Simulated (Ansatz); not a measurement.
# SrIr2: relaxation and properties

The task here is to estimate one member of a computed series from the others.

The COD entry's cell or inner coordinates are ideal or old and differ from later refinements, so a difference from it is no clean test against experiment.

Program: Ansatz 0.2.0. Level of theory: DFT r2SCAN, scalar-relativistic, plane waves, PAW. These are calculated values, not measurements.

**The system as given**

Symmetry: Fd-3m, No. 227, cubic system. Conventional cell: a = 7.700 Å, b = 7.700 Å, c = 7.700 Å, α = 90.00°, β = 90.00°, γ = 90.00°. Around Sr (site symmetry -43m) lie 12 Ir at 3.19 Å and 4 Sr at 3.33 Å. Ir (site symmetry -3m) is surrounded by 6 Ir at 2.72 Å.

Coordinates:

```cif
data_structure
_symmetry_space_group_name_H-M 'Fd-3m:1'
_symmetry_Int_Tables_number 227
_cell_length_a 7.7000
_cell_length_b 7.7000
_cell_length_c 7.7000
_cell_angle_alpha 90.000
_cell_angle_beta 90.000
_cell_angle_gamma 90.000
_cell_volume 456.53
loop_
_atom_site_label
_atom_site_type_symbol
_atom_site_symmetry_multiplicity
_atom_site_Wyckoff_symbol
_atom_site_fract_x
_atom_site_fract_y
_atom_site_fract_z
_atom_site_occupancy
Sr1 Sr 8 b 0.00000 0.00000 0.50000 1
Ir1 Ir 16 c 0.12500 0.12500 0.12500 1
```

The structure comes from the Crystallography Open Database.

The first run:

(A quick probe on a coarse mesh, which set the mesh and smearing, is not shown.)

input.yaml

```yaml
crystal:
  lattice:
    - [0.0, 3.85, 3.85]
    - [3.85, 0.0, 3.85]
    - [3.85, 3.85, 0.0]
  atoms:
    - { symbol: Sr, position: [0.0, 0.0, 0.0] }
    - { symbol: Sr, position: [0.25, 0.25, 0.25] }
    - { symbol: Ir, position: [0.625, 0.625, 0.625] }
    - { symbol: Ir, position: [0.125, 0.625, 0.625] }
    - { symbol: Ir, position: [0.625, 0.625, 0.125] }
    - { symbol: Ir, position: [0.625, 0.125, 0.625] }
basis:
  ecutwfc: 500
kpoints:
  mp_grid: { grid: [8, 8, 8] }
hamiltonian:
  xc: r2scan
scf:
  occupations: { method: gaussian, width: 0.1 }
output:
  forces: true
  stress: true
  eigenvalues: true
  write_density: true
  write_potential: true
  elf: true
  volumetric_format: npy
relax:
  adjacent_minimum: "off"
  f_tol: 0.005
  max_steps: 80
  cell: { stress_tol: 0.05 }
```

Launch:

```
ansatz run input.yaml --threads 4 --pin off --max-ram 10240MiB --backend cpu --events-out ev --progress --plain --runs-dir out
```

Steps of the session up to this table: Relaxing cell and atoms; Point at V/V0 = 0.97; Volume × 1.03; Volume × 0.94; Volume × 1.06; Point at V/V0 = 0.91; The cell scaled to 1.10 of its volume; The cell scaled to 0.88 of its volume.

One table of the session follows, with a row left open; its other results are not shown here.

It belongs to the step «Fit of the equation of state». 

| volume (Å³/atom) | energy above the lowest point (meV/atom) | pressure (GPa) |
| --- | --- | --- |
| 16.718 | 175.4 | 27.90 |
| 17.288 | 92.5 | 19.03 |
| 17.858 | ? | ? |
| 18.428 | 9.0 | 5.29 |
| 18.998 | 0.0 | 0.00 |
| 19.568 | 8.2 | -4.45 |
| 20.138 | 31.0 | -8.18 |
| 20.898 | 79.9 | -12.24 |

Q: Estimate the row for volume (Å³/atom) = 17.858 from the others.

Worked estimate for «energy above the lowest point (meV/atom)». A straight line through the neighbours (17.288, 92.5) and (18.428, 9.0) gives 92.5 + (9.0 − 92.5) × (17.858 − 17.288) / (18.428 − 17.288) = 50.8; a parabola fitted to 4 rows on both sides gives 38.4.

**Answer.** energy above the lowest point (meV/atom): 38.6; pressure (GPa): 11.57. In «energy above the lowest point (meV/atom)» the line misses by +12.2 and the parabola by -0.2.
